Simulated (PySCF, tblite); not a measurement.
# C₄H₆O₂Si: dynamics, then NMR shifts on frames, part 2 of 2

tblite 0.8.0 and PySCF 2.14.0. Atoms count from 0. Earlier steps stand in the parts before.

## Step 5: Nuclear shieldings: 625 fs, PBE0/pcSseg-1

The job: settings as JSON, then the geometry in Å.

```
{"job": {"kind": "nmr", "xc": "PBE0", "basis": "pcSseg-1", "pop": false}, "charge": 0, "multiplicity": 1}
C      2.056800     0.496000     0.742900
C      1.199500    -0.310300     0.476100
C      0.384200    -1.498700     0.273500
C     -1.073600    -1.209900     0.246300
O     -1.967800    -2.006000     0.457200
O     -1.337400     0.009500    -0.124700
Si    -2.996200     0.350900    -0.462100
H      2.620200     1.438000     0.788400
H      0.583500    -1.962600    -0.690500
H      0.530900    -2.343100     1.008900
H     -3.876000     0.056100     0.646200
H     -2.832300     1.796600    -0.607000
H     -3.154200    -0.323000    -1.630400
```

Level: GIAO PBE0/pcSseg-1 NMR shielding, non-relativistic, gas phase.

What it wrote:

```text
coarse grid: 11864 points
cycle   1  E = -595.1786099661  dE =  1.138e+00  |g| = 9.549e-01  |ddm| = 3.435e+00
cycle   2  E = -594.8703882058  dE =  3.082e-01  |g| = 1.614e+00  |ddm| = 2.263e+00
cycle   3  E = -595.3339599249  dE = -4.636e-01  |g| = 2.803e-01  |ddm| = 1.571e+00
cycle   4  E = -595.3479347409  dE = -1.397e-02  |g| = 1.009e-01  |ddm| = 2.787e-01
cycle   5  E = -595.3496279131  dE = -1.693e-03  |g| = 2.935e-02  |ddm| = 8.070e-02
cycle   6  E = -595.3497915577  dE = -1.636e-04  |g| = 1.383e-02  |ddm| = 2.977e-02
cycle   7  E = -595.3498365868  dE = -4.503e-05  |g| = 2.930e-03  |ddm| = 1.054e-02
cycle   8  E = -595.3498384614  dE = -1.875e-06  |g| = 3.496e-04  |ddm| = 2.668e-03
final grid: 111408 points
cycle   9  E = -595.4116322977  dE = -1.127e-05  |g| = 1.089e-02  |ddm| = 2.576e-02
cycle  10  E = -595.4115965127  dE =  3.579e-05  |g| = 1.786e-02  |ddm| = 2.108e-02
cycle  11  E = -595.4116522861  dE = -5.577e-05  |g| = 2.483e-03  |ddm| = 1.363e-02
cycle  12  E = -595.4116534631  dE = -1.177e-06  |g| = 4.533e-04  |ddm| = 1.966e-03
cycle  13  E = -595.4116535032  dE = -4.011e-08  |g| = 1.291e-04  |ddm| = 4.443e-04
cycle  14  E = -595.4116535058  dE = -2.606e-09  |g| = 8.404e-05  |ddm| = 1.380e-04
cycle  15  E = -595.4116535074  dE = -1.609e-09  |g| = 1.161e-05  |ddm| = 6.387e-05
cycle  16  E = -595.4116535074  dE = -3.001e-11  |g| = 2.518e-06  |ddm| = 1.277e-05
converged SCF energy = -595.4116535074

GIAO shielding tensors (ppm)
atom      isotropic    diamagn.    paramagn.     s11        s22        s33       span
  0 C      103.628     268.198    -164.570     27.550     31.646    251.689    224.139
  1 C      102.626     262.132    -159.506      0.531     14.178    293.169    292.638
  2 C      156.444     247.967     -91.523    133.566    153.776    181.989     48.422
  3 C        7.422     248.764    -241.342    -84.763     25.852     81.177    165.941
  4 O     -103.106     399.713    -502.819   -319.516   -244.381    254.579    574.096
  5 O      118.660     401.359    -282.700    -29.159    175.642    209.495    238.654
  6 Si     380.586     880.462    -499.876    341.811    356.688    443.260    101.448
  7 H       28.351      32.430      -4.079     23.533     23.807     37.712     14.179
  8 H       28.361      27.837       0.524     24.649     27.729     32.705      8.056
  9 H       27.414      25.625       1.789     22.538     27.164     32.540     10.002
 10 H       26.728      29.048      -2.320     23.521     25.389     31.273      7.751
 11 H       27.136      30.147      -3.011     23.648     26.231     31.531      7.883
 12 H       28.213      30.826      -2.613     24.130     26.660     33.849      9.720
```

It took 30 s on 1 thread of Arm Neoverse N1, shared host; peak memory 0.74 GiB.

This run: δ C3 179.5, C1 84.3, C0 83.3, C2 30.5, H10 4.99, H11 4.58 ppm.

## Step 6: Nuclear shieldings: 800 fs, PBE0/pcSseg-1

The job: settings as JSON, then the geometry in Å.

```
{"job": {"kind": "nmr", "xc": "PBE0", "basis": "pcSseg-1", "pop": false}, "charge": 0, "multiplicity": 1}
C      1.585000     0.554500     0.982200
C      1.031200    -0.413100     0.565000
C      0.290300    -1.502000    -0.029900
C     -1.216200    -1.270000    -0.299900
O     -1.953300    -2.214600    -0.122600
O     -1.628500    -0.031500    -0.437100
Si    -3.021800     0.820000    -0.766800
H      2.296500     1.257400     1.323100
H      0.770500    -1.883900    -0.910800
H      0.377100    -2.306500     0.608400
H     -4.066600     0.354800     0.193200
H     -2.351100     2.097100    -0.448200
H     -3.215500     0.602900    -2.267300
```

Method: GIAO PBE0/pcSseg-1 NMR shielding, non-relativistic, gas phase.

What it wrote:

```text
coarse grid: 11864 points
cycle   1  E = -595.1521044952  dE =  1.126e+00  |g| = 9.938e-01  |ddm| = 3.448e+00
cycle   2  E = -594.7904585931  dE =  3.616e-01  |g| = 1.717e+00  |ddm| = 2.123e+00
cycle   3  E = -595.3208452542  dE = -5.304e-01  |g| = 3.071e-01  |ddm| = 1.526e+00
cycle   4  E = -595.3378824684  dE = -1.704e-02  |g| = 9.985e-02  |ddm| = 2.831e-01
cycle   5  E = -595.3394900290  dE = -1.608e-03  |g| = 2.617e-02  |ddm| = 7.108e-02
cycle   6  E = -595.3396271566  dE = -1.371e-04  |g| = 9.544e-03  |ddm| = 2.701e-02
cycle   7  E = -595.3396464605  dE = -1.930e-05  |g| = 3.875e-03  |ddm| = 8.120e-03
cycle   8  E = -595.3396498154  dE = -3.355e-06  |g| = 4.645e-04  |ddm| = 2.825e-03
final grid: 111408 points
cycle   9  E = -595.4029324998  dE = -1.302e-05  |g| = 1.145e-02  |ddm| = 2.513e-02
cycle  10  E = -595.4028912789  dE =  4.122e-05  |g| = 1.900e-02  |ddm| = 2.118e-02
cycle  11  E = -595.4029546740  dE = -6.340e-05  |g| = 2.705e-03  |ddm| = 1.377e-02
cycle  12  E = -595.4029560552  dE = -1.381e-06  |g| = 4.433e-04  |ddm| = 1.888e-03
cycle  13  E = -595.4029560914  dE = -3.613e-08  |g| = 1.155e-04  |ddm| = 4.106e-04
cycle  14  E = -595.4029560936  dE = -2.265e-09  |g| = 6.853e-05  |ddm| = 1.323e-04
cycle  15  E = -595.4029560947  dE = -1.069e-09  |g| = 1.408e-05  |ddm| = 5.131e-05
cycle  16  E = -595.4029560948  dE = -4.331e-11  |g| = 2.869e-06  |ddm| = 1.276e-05
converged SCF energy = -595.4029560948

GIAO shielding tensors (ppm)
atom      isotropic    diamagn.    paramagn.     s11        s22        s33       span
  0 C      107.880     258.864    -150.985     34.125     37.863    251.651    217.526
  1 C      102.506     267.427    -164.922      3.129     10.666    293.722    290.593
  2 C      159.941     251.491     -91.550    133.221    154.627    191.976     58.755
  3 C       12.478     246.406    -233.928    -91.588     59.245     69.776    161.364
  4 O     -161.084     400.283    -561.367   -464.148   -274.369    255.266    719.414
  5 O      155.236     406.951    -251.715     22.780    177.117    265.813    243.033
  6 Si     382.513     880.468    -497.955    354.922    368.508    424.109     69.187
  7 H       29.760      32.941      -3.181     24.665     25.085     39.530     14.865
  8 H       28.941      28.812       0.129     25.131     28.449     33.243      8.112
  9 H       29.929      29.888       0.041     24.789     30.132     34.867     10.078
 10 H       25.627      28.066      -2.439     22.570     24.290     30.022      7.452
 11 H       26.100      30.312      -4.211     21.964     25.994     30.343      8.378
 12 H       25.528      27.627      -2.099     22.238     24.201     30.146      7.908
```

Wall time 31 s (1 thread of Arm Neoverse N1, shared host); peak memory 0.74 GiB.

In short: δ C3 174.4, C1 84.4, C0 79.0, C2 27.0, H12 6.19, H10 6.09 ppm.

## Step 7: Shielding tensors: 1000 fs, PBE0/pcSseg-1

The job: settings as JSON, then the geometry in Å.

```
{"job": {"kind": "nmr", "xc": "PBE0", "basis": "pcSseg-1", "pop": false}, "charge": 0, "multiplicity": 1}
C      1.230000     0.215900     1.177600
C      0.647700    -0.662400     0.606200
C     -0.051200    -1.802600    -0.000000
C     -1.519000    -1.521000    -0.256000
O     -2.334100    -2.396900    -0.108600
O     -1.762000    -0.356700    -0.792100
Si    -2.640000     0.992400    -0.512800
H      1.662600     1.057600     1.628400
H      0.455400    -1.836900    -1.000300
H      0.112000    -2.742500     0.565300
H     -3.965100     0.461200    -0.725800
H     -2.336000     1.646400     0.789800
H     -2.076400     1.658700    -1.680300
```

Level: GIAO PBE0/pcSseg-1 NMR shielding, non-relativistic, gas phase.

What it wrote:

```text
coarse grid: 11864 points
cycle   1  E = -595.1538568142  dE =  1.156e+00  |g| = 9.921e-01  |ddm| = 3.433e+00
cycle   2  E = -594.7836087815  dE =  3.702e-01  |g| = 1.727e+00  |ddm| = 2.263e+00
cycle   3  E = -595.3216732901  dE = -5.381e-01  |g| = 3.012e-01  |ddm| = 1.635e+00
cycle   4  E = -595.3382117111  dE = -1.654e-02  |g| = 9.867e-02  |ddm| = 2.697e-01
cycle   5  E = -595.3397884117  dE = -1.577e-03  |g| = 2.975e-02  |ddm| = 7.715e-02
cycle   6  E = -595.3399576768  dE = -1.693e-04  |g| = 1.314e-02  |ddm| = 2.844e-02
cycle   7  E = -595.3399976888  dE = -4.001e-05  |g| = 3.292e-03  |ddm| = 1.000e-02
cycle   8  E = -595.3399999723  dE = -2.284e-06  |g| = 4.694e-04  |ddm| = 2.807e-03
final grid: 111408 points
cycle   9  E = -595.4030890296  dE = -1.083e-05  |g| = 1.137e-02  |ddm| = 2.890e-02
cycle  10  E = -595.4030462903  dE =  4.274e-05  |g| = 1.916e-02  |ddm| = 2.198e-02
cycle  11  E = -595.4031108004  dE = -6.451e-05  |g| = 2.685e-03  |ddm| = 1.433e-02
cycle  12  E = -595.4031121697  dE = -1.369e-06  |g| = 3.924e-04  |ddm| = 1.982e-03
cycle  13  E = -595.4031121984  dE = -2.869e-08  |g| = 1.377e-04  |ddm| = 3.713e-04
cycle  14  E = -595.4031122018  dE = -3.363e-09  |g| = 7.823e-05  |ddm| = 1.428e-04
cycle  15  E = -595.4031122032  dE = -1.380e-09  |g| = 1.086e-05  |ddm| = 5.777e-05
cycle  16  E = -595.4031122032  dE = -2.797e-11  |g| = 2.495e-06  |ddm| = 1.168e-05
converged SCF energy = -595.4031122032

GIAO shielding tensors (ppm)
atom      isotropic    diamagn.    paramagn.     s11        s22        s33       span
  0 C      109.099     261.586    -152.487     34.170     41.610    251.519    217.349
  1 C      102.395     270.173    -167.778      4.103      9.177    293.905    289.801
  2 C      153.518     247.221     -93.703    129.238    152.295    179.020     49.782
  3 C       14.107     245.154    -231.047    -93.598     63.479     72.440    166.038
  4 O     -169.194     397.105    -566.299   -503.324   -276.626    272.368    775.691
  5 O      178.214     406.270    -228.055     74.997    147.989    311.657    236.659
  6 Si     384.270     879.883    -495.613    348.427    368.529    435.855     87.428
  7 H       30.101      35.658      -5.556     24.901     25.442     39.962     15.061
  8 H       27.339      27.351      -0.013     23.844     26.641     31.531      7.687
  9 H       27.920      27.254       0.666     23.127     27.525     33.109      9.981
 10 H       26.107      28.021      -1.914     22.158     24.920     31.245      9.087
 11 H       26.088      29.357      -3.270     22.659     25.649     29.955      7.296
 12 H       26.435      29.825      -3.390     22.883     25.396     31.025      8.142
```

Wall time 31 s (1 thread of Arm Neoverse N1, shared host); peak memory 0.74 GiB.

Key values: δ C3 172.8, C1 84.5, C0 77.8, C2 33.4, H11 5.63, H10 5.61 ppm.

## Step 8: Run by run: NMR shifts

Shifts (ppm) of some atoms, chosen among heavy atoms and hydrogens apart, with basis size and wall time:

```csv
frame,C3,C2,H12,H9,O4,O5,Si6,functions,time
250 fs,177.7,26.4,4.82,2.66,471.0,186.3,-38.6,156,31 s
425 fs,174.9,33.5,6.52,4.52,479.9,177.8,-32.0,156,30 s
625 fs,179.5,30.5,3.50,4.30,439.2,217.4,-31.4,156,30 s
800 fs,174.4,27.0,6.19,1.79,497.2,180.8,-33.4,156,31 s
1000 fs,172.8,33.4,5.28,3.80,505.3,157.9,-35.1,156,31 s
```

## Step 9: Results

This closing draws on all 2 parts.

| quantity | value |
| --- | --- |
| thermostat | 300 K |
| mean temperature, second half | 301 K |
| mean potential energy above the minimum | 0.46 eV |
| 13C shifts against TMS (PBE0/pcSseg-1, 250 fs) | 177.7, 87.5, 80.3, 26.4 ppm |
| 1H shifts against TMS (PBE0/pcSseg-1, 250 fs) | 4.82, 4.61, 3.94, 2.66, 2.44, 2.07 ppm |
| 17O shifts against H2O (PBE0/pcSseg-1, 250 fs) | 471.0, 186.3 ppm |
| 29Si shifts against TMS (PBE0/pcSseg-1, 250 fs) | -38.6 ppm |
| range of the shift of O4 | 439.2 to 505.3 ppm |

In words: In the second half the potential energy averages 0.46 eV above the minimum; equipartition over 33 harmonic modes at 300 K would give 0.43 eV. With 13 atoms the temperature swings widely (154 to 450 K). Shifts at one fixed geometry are not the observed spectrum, which averages over the motion. In the first frame run (250 fs): Shielding is most anisotropic at O4 (span 632 ppm, paramagnetic term -537 ppm). Across the 5 runs the shift of O4 moves most, between 439.2 (625 fs) and 505.3 ppm (1000 fs).
